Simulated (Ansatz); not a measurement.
# ZrCo3C2 (element-swapped structure): how the settings move a relaxation

How sensitive is a relaxation of ZrCo3C2 (element-swapped structure) to its settings? A reference run comes first, then three runs with altered input.

Method: reference: DFT r2SCAN, plane waves, PAW, scalar-relativistic, no spin polarisation, in Ansatz 0.2.0.

1 further run of the same task is left out (for a known fault of the program).

**1. The system as given**

The structure is hexagonal, space group P6/mmm (No. 191). Conventional cell: a = 4.836 Å, b = 4.836 Å, c = 3.026 Å, α = 90.00°, β = 90.00°, γ = 120.00°. Zr (site symmetry 6/mmm) has 6 C at 2.79 Å and 12 Co at 2.85 Å and 2 Zr at 3.03 Å as nearest neighbours. Around Co (site symmetry mmm) lie 4 C at 2.06 Å. C (site symmetry -6m2) has 6 Co at 2.06 Å and 3 Zr at 2.79 Å as nearest neighbours.

Structure file:

```cif
data_structure
_symmetry_space_group_name_H-M 'P 1'
_symmetry_Int_Tables_number 1
_cell_length_a 4.8355
_cell_length_b 4.8355
_cell_length_c 3.0258
_cell_angle_alpha 90.000
_cell_angle_beta 90.000
_cell_angle_gamma 60.000
_cell_volume 61.27
loop_
_atom_site_label
_atom_site_type_symbol
_atom_site_fract_x
_atom_site_fract_y
_atom_site_fract_z
_atom_site_occupancy
Zr1 Zr 0.00000 0.00000 0.00000 1
Co1 Co 0.50000 0.50000 0.50000 1
Co2 Co 0.50000 0.00000 0.50000 1
Co3 Co 0.00000 0.50000 0.50000 1
C1 C 0.33330 0.33340 0.00000 1
C2 C 0.66660 0.66670 0.00000 1
```

**2. The reference run**

The input, input.yaml:

```yaml
crystal:
  lattice:
    - [2.417764, 4.187689, 0.0]
    - [-2.417764, 4.187689, 0.0]
    - [0.0, 0.0, 3.02581]
  atoms:
    - { symbol: Zr, position: [0.0, 0.0, 0.0] }
    - { symbol: Co, position: [0.5, 0.5, 0.5] }
    - { symbol: Co, position: [0.5, 0.0, 0.5] }
    - { symbol: Co, position: [0.0, 0.5, 0.5] }
    - { symbol: C, position: [0.3333, 0.3334, 0.0] }
    - { symbol: C, position: [0.6666, 0.6667, 0.0] }
  symmetry: { tolerance: 0.0003 }
kpoints:
  mp_grid: { grid: [4, 4, 6], shift: [0, 0, 0] }
magnetization:
  spin_polarized: false
scf:
  occupations: { method: gaussian, width: 0.0871 }
hamiltonian:
  pseudopotentials: { kind: paw }
  xc: r2scan
basis:
  ecutwfc: 500
output:
  forces: true
  stress: true
  eigenvalues: true
  write_density: true
  write_potential: true
  elf: true
  volumetric_format: npy
relax:
  max_steps: 40
  cell: {}
```

On the command line:

```bash
$ ansatz run input.yaml --threads 1 --pin off --max-ram 2560MiB --backend cpu --events-out ev --progress --plain --runs-dir out
```

**3. Changed: eigensolver.kind davidson, basis.precision f64**

Changes to input.yaml since step 2:

```diff
@@ -19,2 +19,3 @@
   occupations: { method: gaussian, width: 0.0871 }
+  eigensolver: { kind: davidson }
 hamiltonian:
@@ -24,2 +25,3 @@
   ecutwfc: 500
+  precision: f64
 output:
@@ -28,6 +30,2 @@
   eigenvalues: true
-  write_density: true
-  write_potential: true
-  elf: true
-  volumetric_format: npy
 relax:
```

**4. Changed: preconditioner resta, f_tol 0.005, max_displacement 0.05**

Changes to input.yaml since step 2:

```diff
@@ -19,2 +19,3 @@
   occupations: { method: gaussian, width: 0.0871 }
+  mixing: { preconditioner: resta }
 hamiltonian:
@@ -35 +36,3 @@
   cell: {}
+  f_tol: 0.005
+  max_displacement: 0.05
```

**5. Variant: mixing.algorithm broyden, mixing.beta 0.2, mixing.ndim 4, accuracy low**

Changes to input.yaml since step 2:

```diff
@@ -19,2 +19,3 @@
   occupations: { method: gaussian, width: 0.0871 }
+  mixing: { algorithm: broyden, beta: 0.2, ndim: 4 }
 hamiltonian:
@@ -28,6 +29,2 @@
   eigenvalues: true
-  write_density: true
-  write_potential: true
-  elf: true
-  volumetric_format: npy
 relax:
@@ -35 +32,2 @@
   cell: {}
+accuracy: low
```

What does the calculation give? Wanted: for each run, ending; energy change; pressure; gap; force.

**Answer**, as computed:

```csv
run,ending,energy change,pressure (GPa),gap (eV),force (eV/Å),cycles,time
reference,converged,0,0.0,0.00,0.00,-,40 s
"1: eigensolver.kind davidson, basis.precision f64",converged,0.0 meV/atom,0.0,0.00,0.00,-,66 s
"2: preconditioner resta, f_tol 0.005, max_displacement 0.05",converged,0.0 meV/atom,0.0,0.00,0.00,-,44 s
"3: mixing.algorithm broyden, mixing.beta 0.2, mixing.ndim 4, accuracy low",converged,0.0 meV/atom,0.0,0.00,0.00,-,42 s
```

Times don't compare one to one where runs were asked for different outputs or read a saved state (see the inputs); cycles may leave out searches for a lower state.

**Reading.** Of the converged runs whose energies compare with the reference's, none moves it noticeably. The reference leaves spin out although Co can carry a moment, so its state need not be the lowest.

The reference is no final answer either: its mesh is coarse for a cell with so small a gap or none.
